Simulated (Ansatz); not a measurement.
# Sn2TeS (ordered alloy on rocksalt lattice): Wannier inputs, tried as typed

Which of these Wannier inputs for Sn2TeS (ordered alloy on rocksalt lattice) end well? Each is run as it stands.

Method: plane waves, PAW; the settings change from run to run, as each input shows, in Ansatz 0.2.0.

4 further runs of the same task are left out: 4 that didn't finish.

**1. The structure to begin with**

Symmetry: P4/mmm, No. 123, tetragonal system. The conventional cell has a = 4.322 Å, b = 4.322 Å, c = 6.150 Å, α = 90.00°, β = 90.00°, γ = 90.00°. Around S (site symmetry 4/mmm) lie 6 Sn at 3.06 to 3.07 Å. Sn (site symmetry 4/mmm) is surrounded by 4 Te at 3.06 Å and 2 S at 3.07 Å. Te (site symmetry 4/mmm) has 6 Sn at 3.06 to 3.07 Å as nearest neighbours. Around Sn (site symmetry 4/mmm) lie 4 S at 3.06 Å and 2 Te at 3.07 Å.

As a file:

```
CELL_PARAMETERS angstrom
4.32183 0.00000 0.00000
0.00000 4.32183 0.00000
0.00000 0.00000 6.15000
ATOMIC_POSITIONS crystal
S 0.00000 0.00000 0.00000
Sn 0.00000 0.00000 0.50000
Te 0.50000 0.50000 0.50000
Sn 0.50000 0.50000 0.00000
```

The cell was relaxed beforehand with r2SCAN; those runs aren't shown. No run includes spin-orbit coupling, which matters for Sn, Te.

**2. Run 1**

File input.yaml:

```yaml
crystal:
  lattice:
    - [4.3218307399, 0.0, 0.0]
    - [0.0, 4.3218307399, 0.0]
    - [0.0, 0.0, 6.1499981106]
  atoms:
    - { symbol: S, position: [0.0, 0.0, 0.0] }
    - { symbol: Sn, position: [0.0, 0.0, 0.5] }
    - { symbol: Te, position: [0.5, 0.5, 0.5] }
    - { symbol: Sn, position: [0.5, 0.5, 0.0] }
kpoints:
  mp_grid: { grid: [4, 4, 4] }
  band_path:
    path:
      - [0.0, 0.0, 0.0]
      - [0.0, 0.5, 0.0]
      - [0.5, 0.5, 0.0]
      - [0.0, 0.0, 0.5]
      - [0.0, 0.5, 0.5]
      - [0.5, 0.5, 0.5]
      - [0.1, 0.5, 0.5]
      - [0.0, 0.45, 0.5]
    npoints: 1
hamiltonian:
  xc: hse06
scf:
  occupations: { method: fermi_dirac, width: 0.02 }
  n_extra_bands: 6
output:
  forces: false
  stress: false
  eigenvalues: true
  wannier:
    kmesh: [4, 4, 4]
    projections:
      - { species: Te, l: s, shell: 5 }
      - { species: Sn, l: s, shell: 5 }
      - { species: S, l: p, shell: 3 }
    minimise: true
    write_hr: true
    conv_tol: 1.0e-08
    max_iter: 3000
    disentanglement: { window: [-1.17, 21.15], frozen_window: [1.83, 9.95] }
```

Launch:

```bash
$ ansatz run input.yaml --threads 4 --pin off --max-ram 3686MiB --backend cpu --events-out ev --progress --plain --runs-dir out
```

Standard output:

```text
Warning: RAYON_NUM_THREADS=4 ignored (pool sized by the plan → 4); use --threads N
scf.n_extra_bands = 6 over 25 filled bands (N_el = 50.0): the run solves 31 bands
Engine: ansatz 0.2.0, aarch64-unknown-linux-gnu
Pseudopotentials: kind: paw
Pseudopotential: S, paw, valence charge 6, recommended cutoff 420 eV (normal), S.paw.azcp
Pseudopotential: Sn, paw, valence charge 14, recommended cutoff 420 eV (normal), Sn.paw.azcp
Pseudopotential: Te, paw, valence charge 16, recommended cutoff 420 eV (normal), Te.paw.azcp
Functional definition: HSE06
  parameter a = 0.25
  parameter omega = 0.11/bohr
  exchange = pbe_x - a*pbe_x_sr(omega) + a*exact_x_sr(omega)
  correlation = pbe_c
Crystal: 4 atoms, lattice volume = 114.871 Å³
Basis set: ecut = 420 eV, 2245 PW (Γ)
Bands: 31, of which v1, the nominal top of the filled ones, is band 25 counted from 1 (24 counted from 0)
Symmetry: 16 space group operations
Space group: P4/mmm (ITA 123), of the structure as read, at distance tolerance 4.9e-5 Å
k-points: 18 of 64
Non-local potential: S, projectors of the file, l = 0: 2, l = 1: 2, l = 2: 2
Non-local potential: Sn, projectors of the file, l = 0: 2, l = 1: 2, l = 2: 2, l = 3: 2
Non-local potential: Te, projectors of the file, l = 0: 2, l = 1: 2, l = 2: 2, l = 3: 2
PAW form: soft (Blöchl's): semilocal exchange-correlation on the pseudo side does not see the compensation charge
PAW frozen core: S, regenerated for the run's functional, and the local potential with it (the file was generated under x = pbe(κ = 0.804, μ = 0.2195149727645171), c = pbe(β = 0.06672455060314922))
PAW frozen core: Sn, regenerated for the run's functional, and the local potential with it (the file was generated under x = pbe(κ = 0.804, μ = 0.2195149727645171), c = pbe(β = 0.06672455060314922))
PAW frozen core: Te, regenerated for the run's functional, and the local potential with it (the file was generated under x = pbe(κ = 0.804, μ = 0.2195149727645171), c = pbe(β = 0.06672455060314922))
PAW one-centre angular grid: S, 110 points (default); XC on 64 Gauss nodes
PAW one-centre angular grid: Sn, 590 points (default); XC on 64 Gauss nodes
PAW one-centre angular grid: Te, 590 points (default); XC on 64 Gauss nodes
Initial density: superposition of atomic densities (neutral atoms: chi_scale 0, normalization atom), corrected by the library's trained network
Initial wavefunctions: pseudopotential atomic-orbital guess
Functional: x = pbe(κ = 0.804, μ = 0.2195149727645171), c = pbe(β = 0.06672455060314922), warm-up for x = pbe(κ = 0.804, μ = 0.2195149727645171) + 0.25 (exact − pbe) at short range (hse, ω = 0.20786987370883472 Å⁻¹), c = pbe(β = 0.06672455060314922); HSE06 as pw.x's `hse` composes it (authors' and Libxc's form: `xc: wpbeh`)
SCF iter   1: F=—  HF=-19931.503263 eV  |F-HF|=—  |Δ(HF+E_count)|=         —  Δρ=1.57e-3  dr2=5.69e-3  ethr=1.77e-3  ⟨swp⟩=7.8  Hψ=2268  notcnv=0
preconditioner: auto → none  [insulator: Δε(μ)=0.232 eV  Ē_g=8.236 eV  σ=0.020 eV  W_gap=0.99  n_scr=28 (ndim 8)  ℏωp=15.5 eV  f_vac=0.004  D(μ)=0.03/eV (n_scr^D=0)]
SCF iter   2: F=—  HF=-19931.503317 eV  |F-HF|=—  |Δ(HF+E_count)|=   5.47e-5  Δρ=6.12e-4  dr2=6.61e-4  ethr=1.14e-5  ⟨swp⟩=5.6  Hψ=1763  notcnv=0  defer=16
iter 3 solved again at ethr=5.40e-8 eV; its pass at ethr=1.32e-6 eV (dr2=2.70e-5 eV) is discarded
SCF iter   3: F=—  HF=-19931.503343 eV  |F-HF|=—  |Δ(HF+E_count)|=   2.57e-5  Δρ=1.46e-4  dr2=2.50e-5  ethr=5.40e-8  ⟨swp⟩=4.1  Hψ=2480  notcnv=0  defer=1
SCF iter   4: F=-19931.503361 eV  HF=-19931.503359 eV  |F-HF|=1.43e-6  |Δ(HF+E_count)|=   1.62e-5  Δρ=3.54e-5  dr2=7.41e-7  ethr=5.00e-8  ⟨swp⟩=3.1  Hψ=1156  notcnv=0  defer=1
SCF 1 stopped early in 4 iterations: F = -19931.503361 eV  dr2 = 7.41e-7
Initial density: handed on by an earlier stage of this run
Initial wavefunctions: those handed on with the density
Functional: x = pbe(κ = 0.804, μ = 0.2195149727645171) + 0.25 (exact − pbe) at short range (hse, ω = 0.20786987370883472 Å⁻¹), c = pbe(β = 0.06672455060314922); HSE06 as pw.x's `hse` composes it (authors' and Libxc's form: `xc: wpbeh`)
Exchange kernel: α = 0.2500, screened, ω = 0.2079 Å⁻¹, Wigner–Seitz truncation, v(0) = 1042.5348 eV·Å³, q-mesh 4×4×4, nearest image of the exchange supercell L = 17.29 Å, pair-density grid 20×20×27, without the augmentation charges, whose exchange is taken in its separable form by FFT convolution over the k-point mesh (sized by the pseudopotential files, 30×30×45 at the most), smooth part of the exact exchange by density-matrix convolution
Frozen-core exchange: fock
SCF iter   1: F=—  HF=-19944.441484 eV  |F-HF|=—  |Δ(HF+E_count)|=         —  Δρ=4.59e-3  dr2=2.53e-2  ethr=1.48e-8  ⟨swp⟩=12.3  Hψ=3527  notcnv=0
preconditioner: auto → none  [insulator: Δε(μ)=0.317 eV  Ē_g=9.373 eV  σ=0.020 eV  W_gap=1.00  n_scr=28 (ndim 8)  ℏωp=15.5 eV  f_vac=0.002  D(μ)=0.00/eV (n_scr^D=0)]
SCF iter   2: F=—  HF=-19944.433154 eV  |F-HF|=—  |Δ(HF+E_count)|=   8.33e-3  Δρ=1.86e-3  dr2=4.38e-3  ethr=1.48e-8  ⟨swp⟩=6.2  Hψ=2427  notcnv=0
SCF iter   3: F=—  HF=-19944.442079 eV  |F-HF|=—  |Δ(HF+E_count)|=   8.92e-3  Δρ=1.19e-3  dr2=2.17e-3  ethr=1.48e-8  ⟨swp⟩=5.9  Hψ=2382  notcnv=0  defer=1
SCF iter   4: F=—  HF=-19944.441411 eV  |F-HF|=—  |Δ(HF+E_count)|=   6.68e-4  Δρ=1.97e-4  dr2=9.79e-5  ethr=1.48e-8  ⟨swp⟩=5.2  Hψ=1884  notcnv=0
SCF iter   5: F=—  HF=-19944.441636 eV  |F-HF|=—  |Δ(HF+E_count)|=   2.26e-4  Δρ=2.19e-4  dr2=1.33e-4  ethr=1.48e-8  ⟨swp⟩=5.1  Hψ=1766  notcnv=0
SCF iter   6: F=—  HF=-19944.441606 eV  |F-HF|=—  |Δ(HF+E_count)|=   3.02e-5  Δρ=6.54e-5  dr2=1.32e-5  ethr=1.48e-8  ⟨swp⟩=5.0  Hψ=1368  notcnv=0
SCF iter   7: F=-19944.441602 eV  HF=-19944.441602 eV  |F-HF|=1.44e-7  |Δ(HF+E_count)|=   3.73e-6  Δρ=1.68e-5  dr2=7.32e-7  ethr=1.48e-8  ⟨swp⟩=3.2  Hψ=1103  notcnv=0
SCF 2 stopped early in 7 iterations: F = -19944.441602 eV  dr2 = 7.32e-7
hybrid outer 1: dexx = +1.058e-2 eV, tail = 1.39e-4 eV
Exchange kernel: α = 0.2500, screened, ω = 0.2079 Å⁻¹, Wigner–Seitz truncation, v(0) = 1042.5348 eV·Å³, q-mesh 4×4×4, nearest image of the exchange supercell L = 17.29 Å, pair-density grid 20×20×27, without the augmentation charges, whose exchange is taken in its separable form by FFT convolution over the k-point mesh (sized by the pseudopotential files, 30×30×45 at the most), smooth part of the exact exchange by density-matrix convolution
Frozen-core exchange: fock
SCF iter   1: F=—  HF=-19944.441159 eV  |F-HF|=—  |Δ(HF+E_count)|=         —  Δρ=2.65e-5  dr2=7.49e-7  ethr=1.39e-6  ⟨swp⟩=4.3  Hψ=1214  notcnv=0
preconditioner: auto → none  [insulator: Δε(μ)=0.317 eV  Ē_g=9.358 eV  σ=0.020 eV  W_gap=1.00  n_scr=28 (ndim 8)  ℏωp=15.5 eV  f_vac=0.002  D(μ)=0.00/eV (n_scr^D=0)]
SCF iter   2: F=—  HF=-19944.441162 eV  |F-HF|=—  |Δ(HF+E_count)|=   3.13e-6  Δρ=1.60e-5  dr2=3.23e-7  ethr=1.09e-9  ⟨swp⟩=5.2  Hψ=1960  notcnv=0  defer=1
iter 3 solved again at ethr=4.28e-11 eV; its pass at ethr=5.19e-10 eV (dr2=2.14e-8 eV) is discarded
SCF iter   3: F=-19944.441162 eV  HF=-19944.441162 eV  |F-HF|=5.43e-9  |Δ(HF+E_count)|=   5.08e-8  Δρ=6.01e-6  dr2=4.63e-8  ethr=4.28e-11  ⟨swp⟩=4.0  Hψ=2316  notcnv=0
SCF 3 converged in 3 iterations: F = -19944.441162 eV  dr2 = 4.63e-8
hybrid outer 2: dexx = +9.969e-7 eV, tail = 1.29e-7 eV, Δε = 3.50e-3 eV (about 2.24e-4 eV left of the loop's levels)
NSCF: frozen V_eff on 8 k-points
NSCF: frozen V_eff on 22 k-points
the Wannier pass solved 22 of the 64 points of its mesh, and has the states at the others by symmetry: states obtained by the crystal's operations at points that were solved too leave a residual of 1.63e-13 eV (read by the count's bands and the next), within 6.67e-6 eV
NSCF: frozen V_eff on 22 k-points
the Wannier pass solved 22 of the 64 points of its mesh, and has the states at the others by symmetry: states obtained by the crystal's operations at points that were solved too leave a residual of 2.17e-13 eV (read by the count's bands and the next), within 6.67e-6 eV
NSCF: frozen V_eff on 22 k-points
the Wannier pass solved 22 of the 64 points of its mesh, and has the states at the others by symmetry: states obtained by the crystal's operations at points that were solved too leave a residual of 1.48e-13 eV (read by the count's bands and the next), within 6.67e-6 eV
NSCF: frozen V_eff on 22 k-points
```

Run time: 9.6 min. Hardware: 4 threads of Arm Neoverse V1, shared host.

The run hit its time limit.

**3. Run 2**

File input.yaml:

```yaml
crystal:
  lattice:
    - [4.3218307399, 0.0, 0.0]
    - [0.0, 4.3218307399, 0.0]
    - [0.0, 0.0, 6.1499981106]
  atoms:
    - { symbol: S, position: [0.0, 0.0, 0.0] }
    - { symbol: Sn, position: [0.0, 0.0, 0.5] }
    - { symbol: Te, position: [0.5, 0.5, 0.5] }
    - { symbol: Sn, position: [0.5, 0.5, 0.0] }
kpoints:
  mp_grid: { grid: [6, 6, 4] }
  band_path:
    path:
      - [[0.0, 0.0, 0.0], [4.999192724444e-52, 0.5, -1.145275340814e-35], [0.5, 0.5, -2.555191966485e-35], [0.0, 0.0, 0.0], [-3.779220611453e-87, 5.19914273553e-52, 0.5], [4.999192724444e-52, 0.5, 0.5], [0.5, 0.5, 0.5], [-3.779220611453e-87, 5.19914273553e-52, 0.5]]
      - [[4.999192724444e-52, 0.5, -1.145275340814e-35], [4.999192724444e-52, 0.5, 0.5]]
      - [[0.5, 0.5, -2.555191966485e-35], [0.5, 0.5, 0.5]]
    npoints: 10
hamiltonian:
  xc: pbe
scf:
  occupations: { method: fermi_dirac, width: 0.02 }
  n_extra_bands: 6
output:
  forces: false
  stress: false
  eigenvalues: true
  wannier:
    kmesh: [4, 4, 4]
    projections: []
    minimise: true
    write_hr: true
    conv_tol: 1.0e-08
    max_iter: 1000
```

Launch:

```bash
$ ansatz run input.yaml --threads 4 --pin off --max-ram 3686MiB --backend cpu --events-out ev --progress --plain --runs-dir out
```

Standard output:

```text
Error: invalid value for `output.wannier.projections`: must list at least one trial orbital
```

Wall time 0.05 s (4 threads of Arm Neoverse V1, shared host); peak memory 0.082 GiB.

**Diagnosis.** Refused before any calculation. No trial orbital is listed. Cure: list the trial orbitals.

**4. Run 3**

input.yaml: that of step 3 with these lines changed.

```diff
@@ -29,3 +29,3 @@
     kmesh: [4, 4, 4]
-    projections: []
+    projections: [{ species: S, l: p, shell: 3 }]
     minimise: true
@@ -34 +34,2 @@
     max_iter: 1000
+    disentanglement: { window: [-14.33, 25.63], frozen_window: [3.19, 10.57] }
```

Launch:

```bash
$ ansatz run input.yaml --threads 4 --pin off --max-ram 3686MiB --backend cpu --events-out ev --progress --plain --runs-dir out
```

Standard output:

```text
Warning: RAYON_NUM_THREADS=4 ignored (pool sized by the plan → 4); use --threads N
scf.n_extra_bands = 6 over 25 filled bands (N_el = 50.0): the run solves 31 bands
Engine: ansatz 0.2.0, aarch64-unknown-linux-gnu
Pseudopotentials: kind: paw
Pseudopotential: S, paw, valence charge 6, recommended cutoff 420 eV (normal), S.paw.azcp
Pseudopotential: Sn, paw, valence charge 14, recommended cutoff 420 eV (normal), Sn.paw.azcp
Pseudopotential: Te, paw, valence charge 16, recommended cutoff 420 eV (normal), Te.paw.azcp
Functional definition: PBE
  parameter kappa = 0.804
  parameter beta = 0.06672455060314922
  exchange = pbe_x(kappa = kappa, mu = beta*pi^2/3)
  correlation = pbe_c(beta = beta)
Crystal: 4 atoms, lattice volume = 114.871 Å³
Basis set: ecut = 420 eV, 2245 PW (Γ)
Bands: 31, of which v1, the nominal top of the filled ones, is band 25 counted from 1 (24 counted from 0)
Symmetry: 16 space group operations
Space group: P4/mmm (ITA 123), of the structure as read, at distance tolerance 4.9e-5 Å
k-points: 30 of 144
Non-local potential: S, projectors of the file, l = 0: 2, l = 1: 2, l = 2: 2
Non-local potential: Sn, projectors of the file, l = 0: 2, l = 1: 2, l = 2: 2, l = 3: 2
Non-local potential: Te, projectors of the file, l = 0: 2, l = 1: 2, l = 2: 2, l = 3: 2
PAW form: soft (Blöchl's): semilocal exchange-correlation on the pseudo side does not see the compensation charge
PAW one-centre angular grid: S, 110 points (default); XC on 64 Gauss nodes
PAW one-centre angular grid: Sn, 590 points (default); XC on 64 Gauss nodes
PAW one-centre angular grid: Te, 590 points (default); XC on 64 Gauss nodes
Initial density: superposition of atomic densities (neutral atoms: chi_scale 0, normalization atom), corrected by the library's trained network
Initial wavefunctions: pseudopotential atomic-orbital guess
Functional: x = pbe(κ = 0.804, μ = 0.2195149727645171), c = pbe(β = 0.06672455060314922)
SCF iter   1: F=—  HF=-19931.493674 eV  |F-HF|=—  |Δ(HF+E_count)|=         —  Δρ=1.23e-3  dr2=5.27e-3  ethr=1.77e-3  ⟨swp⟩=8.7  Hψ=4550  notcnv=0
preconditioner: auto → Resta (q_TF=auto, 2.375 Å⁻¹)  ε∞=4.6  [insulator: Δε(μ)=0.056 eV  Ē_g=8.191 eV  σ=0.020 eV  W_gap=0.59  n_scr=28 (ndim 8)  ℏωp=15.5 eV  f_vac=0.004  D(μ)=0.61/eV (n_scr^D=0)  ε∞_Penn≈4.6]
SCF iter   2: F=—  HF=-19931.490806 eV  |F-HF|=—  |Δ(HF+E_count)|=   2.87e-3  Δρ=5.73e-4  dr2=7.63e-4  ethr=1.05e-5  ⟨swp⟩=2.1  Hψ=1910  notcnv=0  defer=32
SCF iter   3: F=—  HF=-19931.490715 eV  |F-HF|=—  |Δ(HF+E_count)|=   9.17e-5  Δρ=2.04e-4  dr2=9.78e-5  ethr=1.53e-6  ⟨swp⟩=2.9  Hψ=1481  notcnv=0  defer=32
SCF iter   4: F=—  HF=-19931.490716 eV  |F-HF|=—  |Δ(HF+E_count)|=   1.43e-6  Δρ=7.42e-5  dr2=9.84e-6  ethr=1.96e-7  ⟨swp⟩=2.0  Hψ=1094  notcnv=0  defer=32
SCF iter   5: F=—  HF=-19931.490719 eV  |F-HF|=—  |Δ(HF+E_count)|=   2.59e-6  Δρ=2.35e-5  dr2=8.05e-7  ethr=1.97e-8  ⟨swp⟩=2.0  Hψ=1136  notcnv=0  defer=32
SCF iter   6: F=-19931.490719 eV  HF=-19931.490719 eV  |F-HF|=8.25e-9  |Δ(HF+E_count)|=   4.26e-7  Δρ=5.15e-6  dr2=3.76e-8  ethr=2.00e-10  ⟨swp⟩=7.2  Hψ=3470  notcnv=0
SCF 1 converged in 6 iterations: F = -19931.490719 eV  dr2 = 3.76e-8
NSCF: frozen V_eff on 93 k-points
NSCF: frozen V_eff on 22 k-points
the Wannier pass solved 22 of the 64 points of its mesh, and has the states at the others by symmetry: states obtained by the crystal's operations at points that were solved too leave a residual of 3.09e-13 eV (read by the count's bands and the next), within 6.67e-6 eV
NSCF: frozen V_eff on 22 k-points
the Wannier pass solved 22 of the 64 points of its mesh, and has the states at the others by symmetry: states obtained by the crystal's operations at points that were solved too leave a residual of 2.35e-13 eV (read by the count's bands and the next), within 6.67e-6 eV
NSCF: frozen V_eff on 22 k-points
the Wannier pass solved 22 of the 64 points of its mesh, and has the states at the others by symmetry: states obtained by the crystal's operations at points that were solved too leave a residual of 2.26e-13 eV (read by the count's bands and the next), within 6.67e-6 eV
NSCF: frozen V_eff on 22 k-points
the Wannier pass solved 22 of the 64 points of its mesh, and has the states at the others by symmetry: states obtained by the crystal's operations at points that were solved too leave a residual of 3.31e-13 eV (read by the count's bands and the next), within 6.67e-6 eV
NSCF: frozen V_eff on 22 k-points
the Wannier pass solved 22 of the 64 points of its mesh, and has the states at the others by symmetry: states obtained by the crystal's operations at points that were solved too leave a residual of 4.06e-13 eV (read by the count's bands and the next), within 6.67e-6 eV
SCF converged after 6 iterations
Free energy (F): -19931.490719 eV
Harris-Foulkes:  -19931.490719 eV  (|F-HF|=8.25e-9)
Internal energy: -19931.489954 eV  (E = F + TS)
E sigma→0 (E₀):  -19931.490337 eV
Entropy (-TS):   -0.000765 eV (-0.191 meV/atom)
Fermi energy:    8.976881 eV
--- Per-component energies (eV) ---
  E_band       = -478.156119
  E_kinetic    = 655.637694
  E_local      = -3453.639096  (includes V_loc(G=0)·N_el)
  E_nonlocal   = -347.483093
  E_hartree    = 2067.485900
  E_xc         = -987.567727
  E_vxc        = -384.104310  (∫ρ·V_xc dr)
  E_paw        = -13527.924173  (= ΣΔE_a)
  E_vpaw       = -1083.542153  (= ΣTr[D̂ρ^β])
  E_aug_tail   = -0.000190  (compensation charges beyond the density's cutoff)
  E_ewald      = -4337.999269
  E_smearing   = -0.000765  (= −TS)
  E_closure    = -0.000000  (closes the sum)
  Σ components = -19931.490719   (vs F -19931.490719, Δ=0.00e0)
--- Band table (eV; the first three rows and the last of 30) ---
  k-point 0: bands = ["-28.3188", "-28.3134", "-28.3130", "-28.3064", "-28.3064", "-13.0914", "-13.0719", "-13.0688", "-13.0688", "-13.0551", "-13.0185", "-13.0151", "-13.0116", "-13.0036", "-13.0036", "-4.4028", "-3.0442", "2.5237", "3.2986", "4.0620", "5.1084", "5.1084", "6.5158", "6.5158", "6.5687", "11.3880", "12.2803", "12.5452", "12.5452", "13.8859", "13.8859"]
  k-point 1: bands = ["-28.3188", "-28.3134", "-28.3129", "-28.3064", "-28.3064", "-13.0902", "-13.0718", "-13.0685", "-13.0685", "-13.0550", "-13.0187", "-13.0152", "-13.0116", "-13.0040", "-13.0040", "-4.2525", "-3.2785", "2.0534", "3.4465", "4.6454", "5.2771", "5.2771", "6.2726", "6.2726", "7.5230", "10.5910", "11.5722", "12.4320", "12.4320", "13.1918", "13.4747"]
  k-point 2: bands = ["-28.3188", "-28.3134", "-28.3128", "-28.3064", "-28.3064", "-13.0890", "-13.0718", "-13.0683", "-13.0683", "-13.0549", "-13.0190", "-13.0153", "-13.0117", "-13.0044", "-13.0044", "-3.9522", "-3.6612", "1.9359", "2.9795", "5.6441", "5.6441", "5.8334", "5.8334", "6.6836", "7.0425", "10.5189", "11.0208", "11.8880", "12.4424", "12.4424", "12.7925"]
  k-point 29: bands = ["-28.3195", "-28.3120", "-28.3111", "-28.3067", "-28.3067", "-13.0809", "-13.0709", "-13.0709", "-13.0688", "-13.0557", "-13.0395", "-13.0073", "-13.0073", "-13.0059", "-12.9931", "-3.3681", "-2.4479", "1.6470", "1.7158", "3.6726", "3.6726", "4.3940", "4.3940", "7.3998", "8.2693", "9.8983", "10.0581", "12.3005", "12.3005", "14.2899", "14.2899"]
WARN: one of the run's output files is refused, and neither it nor the files that depend on it are written in full: <dir> frozen window holds 7 > num_wann = 3 bands at ik = 0 (ik counts from 0, the k-points of the .win, .mmn and .eig files from 1)
Error: frozen window holds 7 > num_wann = 3 bands at ik = 0 (ik counts from 0, the k-points of the .win, .mmn and .eig files from 1)
```

Run time: 19 s. Hardware: 4 threads of Arm Neoverse V1, shared host; peak memory 0.51 GiB.

**Diagnosis.** It ended in an error. The frozen window holds more states than there are functions. Fix: project on all shells that make up the frozen bands, or narrow the frozen window.

**5. Summary**

```tsv
run	settings	ended	fault	time
1	HSE06, 6 functions, 4×4×4, window -1.17 to 21.15 eV, frozen 1.83 to 9.95 eV	out of time		9.6 min
2	PBE, 0 functions, 4×4×4	refused	no trial orbital is listed	0.05 s
3	PBE, 3 functions, 4×4×4, window -14.33 to 25.63 eV, frozen 3.19 to 10.57 eV	stopped by an error	the frozen window holds more states than there are functions	19 s
```

**Reading.** 1 out of time, 1 refused, 1 stopped by an error. No run passed without a fault or warning, so no result is quoted.
